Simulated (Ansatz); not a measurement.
# CH₃AlClFSi: small, medium and large basis sets

An exercise on one series of results from a longer session: the logs are not shown, and one member is left open.

The runs use Ansatz 0.2.0, Gaussian basis; one geometry, several basis sets.

The runs, in order: PBE0-D4/def2-SVP; ωB97M-V/def2-SVP; PBE0-D4/def2-QZVPP; ωB97M-V/def2-QZVPP; the functionals' def2-TZVPP values are taken from earlier runs.

## Structure used throughout

All runs share one geometry, relaxed beforehand with PBE0-D4 in a triple-zeta def2 set.

SMILES `F[Si]1(Cl)[CH2][AlH]1`, 8 atoms, charge 0, spin multiplicity 1.

Atoms are counted from 1 here; the program's logs count them from 0.

Bond lengths: F1–Si2 1.597 Å, Si2–Cl3 2.059 Å, Si2–C4 1.862 Å, Si2–Al5 2.322 Å, C4–Al5 1.979 Å, C4–H6 1.109 Å, C4–H7 1.089 Å, Al5–H8 1.582 Å. Angles: F1–Si2–Cl3 106.5°, F1–Si2–C4 118.5°, F1–Si2–Al5 137.5°, Cl3–Si2–C4 111.0°, Cl3–Si2–Al5 114.8°, C4–Si2–Al5 55.1°, Si2–C4–Al5 74.3°, Si2–C4–H6 105.8°, Si2–C4–H7 126.9°, Al5–C4–H6 98.2°, Al5–C4–H7 135.5°, H6–C4–H7 109.3°, Si2–Al5–C4 50.5°, Si2–Al5–H8 167.5°, C4–Al5–H8 141.5°.

The first run:

in.yaml

```yaml
crystal:
  periodic: [false, false, false]
  atoms:
    - {symbol: F, position_ang: [0.400404, -1.069445, 2.206363]}
    - {symbol: Si, position_ang: [0.434667, -0.811590, 0.630873]}
    - {symbol: Cl, position_ang: [2.270609, -1.467675, -0.030083]}
    - {symbol: C, position_ang: [0.074195, 0.903309, 0.001921]}
    - {symbol: Al, position_ang: [-1.081817, -0.307309, -1.053408]}
    - {symbol: H, position_ang: [-0.702030, 1.315050, 0.678027]}
    - {symbol: H, position_ang: [0.799956, 1.682001, -0.229039]}
    - {symbol: H, position_ang: [-2.103785, -0.301540, -2.260354]}
basis:
  gaussian: {orbitals: def2-SVP}
hamiltonian: {xc: pbe0, dispersion: d4}
output: {orbitals: {seedname: orbitals}}
```

Among the steps run: PBE0-D4 in def2-SVP; ωB97M-V in def2-SVP; PBE0-D4 in def2-QZVPP; ωB97M-V in def2-QZVPP.

One table of the session follows, with a row left open; its other results are not shown here.

It belongs to the step «Functionals by basis». 

| functional | basis | HOMO (eV) | LUMO (eV) |
| --- | --- | --- | --- |
| PBE0-D4 | def2-SVP | -6.49 | -2.18 |
| PBE0-D4 | def2-TZVPP | -6.52 | -2.20 |
| PBE0-D4 | def2-QZVPP | -6.55 | -2.22 |
| ωB97M-V | def2-SVP | -8.41 | -0.42 |
| ωB97M-V | def2-TZVPP | ? | ? |
| ωB97M-V | def2-QZVPP | -8.51 | -0.59 |

Estimate the missing values for ωB97M-V, def2-TZVPP.

As computed: HOMO (eV): -8.47; LUMO (eV): -0.49. In the column «HOMO (eV)» it lies between ωB97M-V, def2-QZVPP (-8.51) and ωB97M-V, def2-SVP (-8.41).
